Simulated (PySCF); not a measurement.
**ZnO: bond curves at several levels of theory**

One table from this session's results is given with a row withheld; the runs are named, their logs left out.

The runs use PySCF 2.14.0; Zn jorge-DZP-DKH, O jorge-DZP-DKH, spin-free X2C with a Gaussian nucleus.

Set-up of the first run:

A driver script around PySCF takes these settings:

```json
{
 "atoms": "Zn, O",
 "charge": "0",
 "basis": "Zn jorge-DZP-DKH, O jorge-DZP-DKH",
 "Hamiltonian": "spin-free X2C with a Gaussian nucleus",
 "basis functions": "58",
 "electrons treated": "38",
 "masses in u": "63.9291, 15.9949",
 "levels": "PBE0, PBE, r²SCAN, MN15, TPSS, B3LYP, HSE06, HF, MP2, SCS-MP2",
 "grid": "80 radial by 434 angular points",
 "occupations": "held fixed by the projection of orbital angular momentum",
 "dissociation limit": "Zn + O, each in its ground configuration",
 "starting distance in angstrom": "1.790",
 "values of 2S to try": "0, 2"
}
```

Started as:

```bash
> OMP_NUM_THREADS=1 python dia.py task.json out
```

Among the steps run: Set-up; First curve: PBE0; Higher solutions at PBE0; PBE (GGA); r²SCAN (meta-GGA); MN15 (hybrid meta-GGA); TPSS (meta-GGA); B3LYP (global hybrid GGA); HSE06; UHF.

One of the session's tables, all rows but one given; the rest of the session is left out.

Energy (eV) from each level's lowest point:

```
R (Å)    UHF  UHF-MP2  UHF-SCS-MP2    PBE   TPSS
1.598  0.956    0.801        0.846  0.732  0.725
1.672  0.429    0.339        0.368  0.320  0.313
1.746  0.140    0.095        0.111  0.100  0.094
1.802  0.035    0.015        0.023  0.023  0.020
1.858  0.000    0.000        0.000  0.000  0.000
1.914  0.016    0.033        0.027  0.017  0.020
1.988  0.091    0.133        0.119  0.082  0.091
2.081      ?        ?            ?      ?      ?
2.192  0.363    0.650        0.611  0.379  0.402
2.341  0.438    0.983        0.912  0.617  0.648
```

**Question.** Estimate the row for R (Å) = 2.081.

Worked estimate for «UHF». A straight line through the neighbours (1.988, 0.091) and (2.192, 0.363) gives 0.091 + (0.363 − 0.091) × (2.081 − 1.988) / (2.192 − 1.988) = 0.215; a parabola fitted to 4 rows on both sides gives 0.236.

The run gave: UHF: 0.225; UHF-MP2: 0.329; UHF-SCS-MP2: 0.305; PBE: 0.204; TPSS: 0.220. In «UHF» the line misses by -0.010 and the parabola by +0.011.
